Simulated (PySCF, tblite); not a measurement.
**C3H12ClNSi4: geometry, infrared bands and NMR shifts**

What infrared bands and NMR shifts should C3H12ClNSi4 (`C#C[Si@@H]([SiH2]Cl)[Si@@H]([SiH3])NC`) show?

Programs: tblite 0.8.0 and PySCF 2.14.0, with density-fitted response routines of our own. Each step states its level of theory. These are calculated values for one molecule in the gas phase, unless marked as measured. Atoms count from 0, in the outputs and in this text.

## (1) Starting geometry

21 atoms, charge 0, multiplicity 1; geometry from: force field or distance geometry start.

Bonds of the start (Å): C0–C1 1.21, C1–Si2 1.83, Si2–Si3 2.24, Si3–Cl4 2.11, Si2–Si5 2.19, Si5–Si6 2.25, Si5–N7 1.78, N7–C8 1.47, C0–H9 1.08, Si2–H10 1.49, Si3–H11 1.44, Si3–H12 1.49, Si5–H13 1.49, Si6–H14 1.46, Si6–H15 1.46, Si6–H16 1.49, N7–H17 1.04, C8–H18 1.10, C8–H19 1.10, C8–H20 1.11.

## (2) Optimising the geometry with GFN2-xTB

What the job is given:

```
{"job": {"kind": "relax", "xc": "GFN2-xTB", "basis": "xTB"}, "charge": 0, "multiplicity": 1}
C     -2.831500     3.064300     0.364800
C     -2.337300     1.959600     0.384700
Si    -1.580800     0.293300     0.469200
Si    -2.460100    -1.041000    -1.099400
Cl    -2.297500    -3.019200    -0.394900
Si     0.611000     0.378900     0.446200
Si     1.356600    -1.113800     1.955200
N      1.368700    -0.073900    -1.098400
C      2.814300    -0.177000    -0.869200
H     -3.294300     4.035400     0.360500
H     -1.975200    -0.329700     1.763300
H     -1.821600    -0.817400    -2.371300
H     -3.923400    -0.744300    -1.128600
H      1.169500     1.702200     0.839300
H      2.113200    -0.365500     2.949800
H      2.179500    -2.110000     1.267600
H      0.160700    -1.790600     2.526400
H      1.188700     0.594100    -1.875800
H      3.385500    -0.174400    -1.805800
H      3.083600    -1.010600    -0.205100
H      3.081400     0.756700    -0.324500
```

The run is started by

```sh
$ OMP_NUM_THREADS=1 python probes_run.py task.json out
```

One launch serves the whole session: the jobs run in the order shown.

**Question.** This job is followed by: GFN2-xTB harmonic vibrations, gas phase; GIAO PBE0/pcSseg-1 NMR shielding, non-relativistic, gas phase. What will the session give for the following? strongest single infrared mode (GFN2-xTB); zero-point energy (GFN2-xTB); ¹³C shifts against TMS (PBE0/pcSseg-1); ¹H shifts against TMS (PBE0/pcSseg-1, means over atoms taken as alike); ²⁹Si shifts against TMS (PBE0/pcSseg-1); ³⁵Cl shifts against HCl (PBE0/pcSseg-1); ¹⁵N shifts against NH3 (PBE0/pcSseg-1).

The runs gave:

| quantity | value |
| --- | --- |
| strongest single infrared mode (GFN2-xTB) | 560 cm⁻¹, 555 km/mol |
| zero-point energy (GFN2-xTB) | 81.8 kcal/mol |
| ¹³C shifts against TMS (PBE0/pcSseg-1) | 108.0, 83.1, 37.2 ppm |
| ¹H shifts against TMS (PBE0/pcSseg-1, means over atoms taken as alike) | 5.76, 5.47, 5.35, 4.46, 3.61, 2.82, 1.97, -0.29 ppm |
| ²⁹Si shifts against TMS (PBE0/pcSseg-1) | -31.7, -36.7, -102.2, -116.2 ppm |
| ³⁵Cl shifts against HCl (PBE0/pcSseg-1) | -96 ppm |
| ¹⁵N shifts against NH3 (PBE0/pcSseg-1) | 10.1 ppm |

In words: Over 172 steps the energy fell by 1.007 eV; of the close pairs, Si2–Si5 changed most, 2.194 to 2.334 Å. No mode is imaginary among the 57: a minimum at this level. The strongest single mode, at 560 cm⁻¹, is spread over many atoms; the largest shares are those of H10, H13. Unscaled tight-binding wavenumbers are off by several per cent, some by more. Its intensities can rank the bands wrongly. At PBE0/pcSseg-1: Shielding is most anisotropic at C1 (span 284 ppm, paramagnetic term -159 ppm).
